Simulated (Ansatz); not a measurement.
Write a Python script for the Ansatz DFT code, driven from Python that makes an active-space calculation of BrCa (charge -1). Settings (for the species named): Hartree-Fock, def2-SVP basis, multiplicity 1.

```yaml
atoms:
  - { symbol: Ca, position_ang: [0.0000, 0.0000, 0.0000] }
  - { symbol: Br, position_ang: [0.0000, 0.0000, 2.8050] }
```

The script, `cas_brca.py`:
```python
"""Active-space calculation on BrCa(-)."""

import ansatz as az
from ase import Atoms

BASIS_SET = "def2-SVP"
CHARGE = -1

atoms = Atoms(["Ca", "Br"], positions=[
    [0.0, 0.0, 0.0],
    [0.0, 0.0, 2.805],
])
geometry = az.Crystal.molecule_from_ase(atoms)

model = (
    geometry.calculation()
    .basis(gaussian=BASIS_SET)
    .charge(CHARGE)
    .correlation(active_electrons=4, active_orbitals=4)
)
for method in [None, "sc_nevpt2", "fic_mrcisd_q"]:
    data = (model if method is None else model.correlation(method)).run(threads=1, backend="cpu").report
    space = data["configurations"]
    state = space["states"][0]
    print(method or "casscf", f"total {data['free_energy_ev'] / 27.211386246:.6f} Ha, active-space state {state['energy']['hartree']:.6f} Ha, mean field {data['reference_energy_ev'] / 27.211386246:.6f} Ha")
    print("  determinants", state["n_determinants"], " natural occupations", [round(n, 3) for n in space["natural_occupations"]])
print("effectively unpaired electrons, sum of min(n, 2 - n):", round(sum(min(n, 2 - n) for n in space["natural_occupations"]), 3))
```

Output of `python cas_brca.py`:
```text
casscf total -3248.894494 Ha, active-space state -3248.894494 Ha, mean field -3248.874714 Ha
  determinants 36  natural occupations [2.0, 1.855, 0.073, 0.073]
RunWarning: 1 active orbitals are nearly empty or full. The corrections depend on them more than the energy does, and are more stable in an active space without them
sc_nevpt2 total -3249.233540 Ha, active-space state -3248.894361 Ha, mean field -3248.874714 Ha
  determinants 10  natural occupations [2.0, 1.854, 0.073, 0.073]
fic_mrcisd_q total -3249.247712 Ha, active-space state -3248.894361 Ha, mean field -3248.874714 Ha
  determinants 10  natural occupations [2.0, 1.854, 0.073, 0.073]
effectively unpaired electrons, sum of min(n, 2 - n): 0.291
```
(Warnings from the package without file and line.)

What to keep in mind:
- The settings weren't tested for convergence.
- The geometry is a force-field or estimated start, not a minimum of this method, and the basis set is short of its limit. The active space starts as a window about the frontier orbitals and is then optimised, not chosen by chemistry.
- The spin state was assumed, and another may lie lower.
- Anions want diffuse functions, which this basis lacks.
- The whole script took 10 s on 1 thread of Arm Neoverse V2, with other jobs on the host, peak memory 0.23 GiB.

(Lines on the test bed's own set-up are left out of the output.)
